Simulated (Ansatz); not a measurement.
# The gallium atom (doublet): from Hartree-Fock to the top rungs, def2-SVP

Aim: climb from Hartree-Fock through coupled cluster for the gallium atom (doublet) at one geometry and basis, and see what each rung misses.

The runs use Ansatz 0.2.0, Gaussian basis; def2-SVP, core rule «outside noble gas», up to 14 orbitals frozen.

Plan: UHF; CCSD(T) on ROHF; Full CI.

6 further runs of the same task are left out: 6 set aside as unsound or not needed.

## Step 1: The atom

A free atom, in its lowest state of this spin that the program finds. No spin-orbit coupling is included. The filled d shell of Ga may be among the frozen orbitals whatever the setting's name suggests; the logs give the count.

1 atom, charge 0, spin multiplicity 2.

## Step 2: UHF

Contents of in.yaml:

```yaml
crystal:
  periodic: [false, false, false]
  atoms:
    - {symbol: Ga, position_ang: [0.000000, 0.000000, 0.000000]}
basis:
  gaussian: {orbitals: def2-SVP}
magnetization: {spin_polarized: true, initial_magnetization: 1}
hamiltonian: {xc: hf}
output: {orbitals: {seedname: orbitals}}
```

Run with:

```
$ ansatz run in.yaml --threads 1 --pin off --events-out ev --progress --plain --max-ram 2393MiB
```

Further steps of the session: CCSD(T) on ROHF; Full CI.

Before running them: what should the planned runs give, taken together? Wanted: FCI below the RHF energy; RMP2 from FCI; RCCSD from FCI; RCCSD(T) from FCI; T1 diagnostic; effectively unpaired electrons.

The runs gave:

| quantity | value |
| --- | --- |
| FCI below the RHF energy | -1.2739 eV |
| RMP2 from FCI | +9.32 kcal/mol |
| RCCSD from FCI | +0.53 kcal/mol |
| RCCSD(T) from FCI | +0.15 kcal/mol |
| levels within 1 kcal/mol (43 meV) | RCCSD, RCCSD(T) |
| T1 diagnostic | 0.022 |
| effectively unpaired electrons | 1.04 |

**Reading.** RCCSD(T) lands +0.15 kcal/mol from the yardstick (0.5 % of the correlation energy). One determinant dominates. These misses are within one basis, not against nature.
